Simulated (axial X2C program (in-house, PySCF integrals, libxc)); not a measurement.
**TaCl⁺: EOM-IP-CCSD levels**

Wanted for TaCl⁺: EOM-IP-CCSD levels, at the two-component level.

Method: two-component X2C with atomic mean-field terms, Ta dyall-cv3z, Cl dyall-av3z; program: an in-house X2C program for linear molecules on PySCF integrals.

All values are calculated.

## 1. Set-up

File task.json:

```json
{"zs": [73, 17], "q": 1, "bas": ["dyall-cv3z", "dyall-av3z"], "r0": 2.45, "eom": "ip", "rq": 0, "thr": -2.0, "nmax": 95, "grid": [1, 0.96, 1.045, 0.92, 1.09, 1.15]}
```

Keys: zs atomic numbers; q charge; bas basis sets; r0 starting distance in Å; eom kind of EOM run; thr threshold in hartree for freezing inner shells (an s shell follows its p shell); nmax most natural virtual spinors; grid distances as factors.

Launch:

```bash
python soeom.py task.json out
```

Nuclei are Gaussian, cores are contracted, and the Gaunt term is on.

## 2. EOM-IP-CCSD at 2.281 Å

Reference: the closed shell TaCl; 20 electrons correlated, 82 virtual spinors; roots sought by Ω: 1/2: 4, 3/2: 3, 5/2: 1.

Output:

```text
two-component X2C + atomic mean field  HF
basis functions 247  fitting functions 1213  grid points 5081
iter        total energy     max residual
   1     -16059.270673010     6.00e-01
   2     -16059.321041474     2.54e-02
   3     -16059.322026828     2.87e-02
   4     -16059.325079009     1.53e-03
   5     -16059.325252946     9.30e-04
   6     -16059.325316713     4.40e-04
   7     -16059.325355475     4.11e-04
   8     -16059.325390283     3.49e-04
   9     -16059.325417788     2.78e-04
  10     -16059.325435400     2.12e-04
  11     -16059.325446323     1.34e-04
  12     -16059.325453650     3.12e-05
  13     -16059.325453844     1.78e-05
  14     -16059.325453928     1.16e-05
  15     -16059.325454014     9.51e-06
  16     -16059.325454095     6.03e-06
  17     -16059.325454145     2.74e-06
  18     -16059.325454149     1.25e-06
  19     -16059.325454151     3.78e-07
converged
one-electron -22610.26973442  Coulomb 6619.74561029  exact exchange -343.28252706  xc functional 0.00000000  nuclear repulsion 287.90395386  atomic mean-field constant -13.42275683
correlated 20  virtual 314  natural virtual 82  E(MP2) -0.555276210  MP2 remainder -0.083445173
iter   CCSD correlation   residual
   1     -0.478029893   1.69e-01
   2     -0.490651331   9.00e-02
   3     -0.496021958   5.48e-02
   4     -0.496087840   2.79e-02
   5     -0.496668565   1.57e-02
   6     -0.496911131   7.27e-03
   7     -0.496943458   3.59e-03
   8     -0.497012237   2.17e-03
   9     -0.496962727   1.34e-03
  10     -0.496985027   7.12e-04
  11     -0.496974920   3.86e-04
  12     -0.496978263   2.61e-04
  13     -0.496978949   2.07e-04
  14     -0.496978171   1.74e-04
  15     -0.496977696   1.36e-04
  16     -0.496977297   8.68e-05
  17     -0.496977102   5.35e-05
  18     -0.496977229   3.49e-05
  19     -0.496976965   2.24e-05
  20     -0.496977084   1.51e-05
  21     -0.496976939   1.00e-05
  22     -0.496976983   6.83e-06
  23     -0.496976975   4.57e-06
(T) -0.022303379  T1 0.0219  D1 0.0398  max T2 0.112
EOM-IP-CCSD roots
2*Omega      energy/Eh   energy/eV  one-particle weight
    1       0.28761952      7.8265      0.910
    1       0.38297440     10.4213      0.002
    1       0.39732041     10.8116      0.011
    1       0.41118641     11.1890      0.002
    3       0.29659527      8.0708      0.898
    3       0.36992840     10.0663      0.000
    3       0.38348710     10.4352      0.002
    5       0.39743495     10.8148      0.000
```

T1 in the output is the amplitude norm over the root of the electron number; divide by √2 for the Lee–Taylor value.

```
  Ω  vertical IE (eV)  above lowest (cm⁻¹)                          spinor  weight
1/2             7.827                    0  60% Ta sσ, 17% Ta dσ, 8% Ta pσ    0.91
3/2             8.071                 1970            80% Ta dδ, 15% Ta dπ    0.90
```

Wall time 43 s (1 thread of Arm Neoverse N1, shared host); peak memory 1.2 GiB.

## 3. EOM-IP-CCSD at 2.190 Å

```csv
Ω,vertical IE (eV),above lowest (cm⁻¹),spinor,weight
1/2,7.682,0,"59% Ta sσ, 17% Ta dσ, 8% Cl pσ",0.91
3/2,7.841,1280,"82% Ta dδ, 12% Ta dπ",0.90
```

It took 47 s on 1 thread of Arm Neoverse N1, shared host; peak memory 1.2 GiB.

## 4. EOM-IP-CCSD at 2.384 Å

| Ω | vertical IE (eV) | above lowest (cm⁻¹) | spinor | weight |
| --- | --- | --- | --- | --- |
| 1/2 | 7.989 | 0 | 60% Ta sσ, 16% Ta dσ, 8% Ta pσ | 0.91 |
| 3/2 | 8.316 | 2630 | 78% Ta dδ, 17% Ta dπ | 0.89 |

Run time: 49 s. Hardware: 1 thread of Arm Neoverse N1, shared host; peak memory 1.2 GiB.

## 5. EOM-IP-CCSD at 2.099 Å

```csv
Ω,vertical IE (eV),above lowest (cm⁻¹),spinor,weight
1/2,7.540,0,"59% Ta sσ, 18% Ta dσ, 9% Cl pσ",0.91
3/2,7.602,500,"85% Ta dδ, 10% Ta dπ",0.91
```

Wall time 45 s (1 thread of Arm Neoverse N1, shared host); peak memory 1.3 GiB.

## 6. EOM-IP-CCSD at 2.486 Å

| Ω | vertical IE (eV) | above lowest (cm⁻¹) | spinor | weight |
| --- | --- | --- | --- | --- |
| 1/2 | 8.150 | 0 | 61% Ta sσ, 16% Ta dσ, 9% Ta pσ | 0.91 |
| 3/2 | 8.543 | 3170 | 76% Ta dδ, 19% Ta dπ | 0.88 |

Run time: 45 s. Hardware: 1 thread of Arm Neoverse N1, shared host; peak memory 1.3 GiB.

## 7. EOM-IP-CCSD at 2.623 Å

```
  Ω  vertical IE (eV)  above lowest (cm⁻¹)                          spinor  weight
1/2             8.355                    0  61% Ta sσ, 15% Ta dσ, 9% Ta pσ    0.90
3/2             8.817                 3730            73% Ta dδ, 22% Ta dπ    0.87
1/2            11.020                21490                       86% Cl pπ    0.78
```

Run time: 49 s. Hardware: 1 thread of Arm Neoverse N1, shared host; peak memory 1.3 GiB.

## 8. Curves of the states

Energies in eV from the lowest point of the lowest state; states are followed by energy order within each Ω.

```
R (Å)  (1)Ω=1/2  (1)Ω=3/2
2.099    0.0811    0.1429
2.190    0.0000    0.1589
2.281    0.1112    0.3555
2.384    0.3868    0.7129
2.486    0.7610    1.1546
2.623    1.3386    1.8012
```

Constants where the minimum is well bracketed (masses 180.948 and 34.969 u):

```
   state  Te (cm⁻¹)  Re (Å)  ωe (cm⁻¹)
(1)Ω=1/2          0   2.177        473
```

## 9. Summary of results

| quantity | value |
| --- | --- |
| lowest root at 2.281 Å | Ω = 1/2, 7.827 eV |
| next root led by one particle | Ω = 3/2, about 1970 cm⁻¹ higher |
| T1 of the reference | 0.015 |
| lowest state, Re and ωe | 2.177 Å, 473 cm⁻¹ |

Removing an electron from the reference determinant of TaCl costs 7.83 eV and empties a spinor of 60% Ta sσ, 17% Ta dσ, 8% Ta pσ. The closed-shell reference lies 0.50 eV above the lowest determinant found, so these energies count from an excited configuration. Errors of 0.1 to 0.3 eV are usual at this size, and roots led by higher excitations are left out, so the list is incomplete, and low states of that kind can be missing. The bond is 0.078 Å shorter than in the closed-shell reference at CCSD (2.255 Å).
